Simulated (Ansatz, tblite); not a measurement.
# The cluster Zn7Se6I2: a ladder of methods and basis sets

One table from this session's results is given with a row withheld; the runs are named, their logs left out.

Program: Ansatz 0.2.0, Gaussian basis. Level of theory: as each input shows. These are calculated values, not measurements.

Levels to be run: GFN1-xTB, GFN2-xTB, PBE-D4/def2-SVP, r2SCAN-D4/def2-SVP, HF/def2-SVP, PBE0-D4/def2-TZVP, PBE-D4/def2-TZVP, MP2/def2-SVP, RPA/def2-SVP.

7 further runs of the same task are left out: 1 that didn't finish, 6 set aside as unsound or not needed.

## The geometry

The geometry is that of the singlet, from an earlier relaxation (r2SCAN-D4/def2-SVP). At that level it is the lowest of the isomers that a small search found.

15 atoms, charge 0, spin multiplicity 1.

Bond lengths: Zn1–Se10 2.453 Å, Zn1–Se13 2.333 Å, Zn1–I14 2.680 Å, Zn2–Se11 2.328 Å, Zn2–Se13 2.246 Å, Zn3–Se9 2.479 Å, Zn3–Se10 2.358 Å, Zn3–Se11 2.431 Å, Zn4–Se9 2.443 Å, Zn4–Se12 2.293 Å, Zn4–I15 2.669 Å, Zn5–Se8 2.297 Å, Zn5–Se9 2.553 Å, Zn5–Se11 2.458 Å, Zn6–Se9 2.660 Å, Zn6–Se10 2.461 Å, Zn6–I14 2.651 Å, Zn6–I15 2.615 Å and more. Angles: Se10–Zn1–Se13 136.4°, Se10–Zn1–I14 101.0°, Se13–Zn1–I14 121.1°, Se11–Zn2–Se13 169.3°, Se9–Zn3–Se10 111.2°, Se9–Zn3–Se11 107.1°, Se10–Zn3–Se11 135.1°, Se9–Zn4–Se12 133.4°, Se9–Zn4–I15 99.8°, Se12–Zn4–I15 126.7°, Se8–Zn5–Se9 121.2°, Se8–Zn5–Se11 133.3°, Se9–Zn5–Se11 104.0°, Se9–Zn6–Se10 102.4°, Se9–Zn6–I14 107.6°, Se9–Zn6–I15 95.8°, Se10–Zn6–I14 101.6°, Se10–Zn6–I15 123.4° and more.

I takes a core potential in the def2 sets. No spin-orbit coupling is included.

PBE0-D4/def2-SVP was run before; its log isn't repeated, and its numbers join the tables.

The first run:

Tight binding, by tblite at 300 K electronic temperature and without a spin-polarisation term:

```python
tblite.interface.Calculator('GFN1-xTB', numbers, positions, charge=0, uhf=0).singlepoint()
```

Tight binding, by tblite at 300 K electronic temperature and without a spin-polarisation term:

```python
tblite.interface.Calculator('GFN2-xTB', numbers, positions, charge=0, uhf=0).singlepoint()
```

start.molden holds the orbitals of an earlier run on this state, given as this run's starting guess.

Input file in.yaml:

```yaml
crystal:
  periodic: [false, false, false]
  atoms:
    - {symbol: Zn, position_ang: [3.258548, 0.753566, -0.027371]}
    - {symbol: Zn, position_ang: [2.457676, -1.769349, -1.494121]}
    - {symbol: Zn, position_ang: [0.410974, 0.214239, -1.303047]}
    - {symbol: Zn, position_ang: [-2.369147, 1.099069, 1.024748]}
    - {symbol: Zn, position_ang: [-1.051349, -2.193596, -0.596702]}
    - {symbol: Zn, position_ang: [0.823097, 2.063566, 0.959037]}
    - {symbol: Zn, position_ang: [-3.849766, -1.411775, 0.216108]}
    - {symbol: Se, position_ang: [-2.937241, -3.449793, -0.218679]}
    - {symbol: Se, position_ang: [-0.374643, -0.310919, 0.989059]}
    - {symbol: Se, position_ang: [1.731874, 2.167178, -1.325872]}
    - {symbol: Se, position_ang: [0.390220, -1.866021, -2.560319]}
    - {symbol: Se, position_ang: [-4.573842, 0.723163, 0.516845]}
    - {symbol: Se, position_ang: [4.316139, -1.304739, -0.322095]}
    - {symbol: I, position_ang: [3.037315, 1.862236, 2.402259]}
    - {symbol: I, position_ang: [-1.269855, 3.423185, 1.740170]}
basis:
  gaussian: {orbitals: def2-SVP, fitting: {mean_field: def2-universal-jkfit}, initial_orbitals: start.molden}
hamiltonian: {xc: pbe, dispersion: d4}
scf: {omitted_lower_state_checks: [starts]}
output: {forces: true, orbitals: {seedname: orbitals}}
```

The run is started by

```sh
$ ansatz run in.yaml --threads 2 --pin off --events-out ev --progress --plain --max-ram 32768MiB --backend cuda --devices 0, --max-vram 18GiB
```

Steps of the session up to this table: PBE-D4/def2-SVP; r2SCAN-D4/def2-SVP; HF/def2-SVP; PBE0-D4/def2-TZVP; PBE-D4/def2-TZVP; MP2/def2-SVP; RPA/def2-SVP.

One of the session's tables, all rows but one given; the rest of the session is left out.

It belongs to the step «Binding energy». 

```
             level  binding an atom (eV)
       HF/def2-SVP                 1.492
   PBE-D4/def2-SVP                 2.469
  PBE-D4/def2-TZVP                 2.288
r2SCAN-D4/def2-SVP                 2.559
  PBE0-D4/def2-SVP                 2.442
 PBE0-D4/def2-TZVP                     ?
      MP2/def2-SVP                 2.239
```

Estimate the missing values for PBE0-D4/def2-TZVP.

**Answer.** binding an atom (eV): 2.312. In the column «binding an atom (eV)» it lies between PBE-D4/def2-TZVP (2.288) and PBE0-D4/def2-SVP (2.442).

Caveats from the session: Free atoms were run apart at each level; binding is atoms less cluster, divided by the number of atoms, without zero-point or spin-orbit terms.
